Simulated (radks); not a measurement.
**The first electron to leave In¹¹⁺**

Aim: remove one electron from each of the outer sub-shells of In¹¹⁺ ([Kr] 4d2) in turn, let the ion relax, and find the cheapest removal. The parent's configuration is the lowest that an earlier search found at this level.

Method: scalar-relativistic Kohn-Sham, LDA (Slater exchange, Perdew-Wang correlation), spin-polarised, spherical densities, finite nucleus; open shells are filled with parallel spins first. Code: radks (a radial shooting solver on a logarithmic mesh, Libxc functionals) version 1.

1 further run of the same task is left out (set aside as unsound or not needed).

## Step 1: Starting point

| Quantity | Value |
| --- | --- |
| element | indium (Z = 49) |
| charge | +11 |
| electrons | 38 |
| configuration | [Kr] 4d2 |
| nuclear rms radius | 4.6156 fm |

The outer shells:

In¹¹⁺
```
[Kr] core
4d [↑ ][↑ ][  ][  ][  ]
```

## Step 2: The parent, In¹¹⁺

The parent was computed earlier with the same settings: E = -5837.394955 hartree. Its outer levels (eV):

```csv
level,occupation,energy (eV)
3d up,5,-659.45
3d down,5,-658.72
4s up,1,-326.88
4s down,1,-324.28
4p up,3,-282.12
4p down,3,-279.50
4d up,2,-214.31
4d down,0,-211.74
```

## Step 3: Remove 4d: [Kr] 4d1

Input:

```text
Z 49
configuration [Kr] 4d1
relativity scalar-relativistic
functional lda,pw
spin polarised
nucleus finite rms 4.6156 fm
c 137.035999084
```

## Step 4: Remove 4p: [Ar] 3d10 4s2 4p5 4d2

Input: that of step 3 with these lines changed.

```diff
@@ -1,3 +1,3 @@
 Z 49
-configuration [Kr] 4d1
+configuration [Ar] 3d10 4s2 4p5 4d2
 relativity scalar-relativistic
```

## Step 5: Remove 4s: [Ar] 3d10 4s1 4p6 4d2

Input:

```text
Z 49
configuration [Ar] 3d10 4s1 4p6 4d2
relativity scalar-relativistic
functional lda,pw
spin polarised
nucleus finite rms 4.6156 fm
c 137.035999084
```

## Step 6: Remove 3d: [Ar] 3d9 4s2 4p6 4d2

Input:

```text
Z 49
configuration [Ar] 3d9 4s2 4p6 4d2
relativity scalar-relativistic
functional lda,pw
spin polarised
nucleus finite rms 4.6156 fm
c 137.035999084
```

**Question.** What will these runs give? Wanted: for each run, case; final configuration; Δ-SCF; −ε of the level emptied.

**Answer**, as computed:

```csv
case,final configuration,Δ-SCF (eV),−ε of the level emptied (eV)
remove 4d,[Kr] 4d1,226.11,214.31
remove 4p,[Ar] 3d10 4s2 4p5 4d2,291.96,279.50
remove 4s,[Ar] 3d10 4s1 4p6 4d2,337.29,324.28
remove 3d,[Ar] 3d9 4s2 4p6 4d2,686.62,658.72
```

What this shows: The 4d electron leaves first, at 226.11 eV; the next cheapest, 4p, costs 291.96 eV. 4d is also the highest occupied level of the parent. NIST lists 226 eV (theoretical), between the same two configurations. Open shells are spherical and high-spin; term and fine-structure splittings are not resolved. Spin-orbit splitting is averaged out at the scalar-relativistic level.
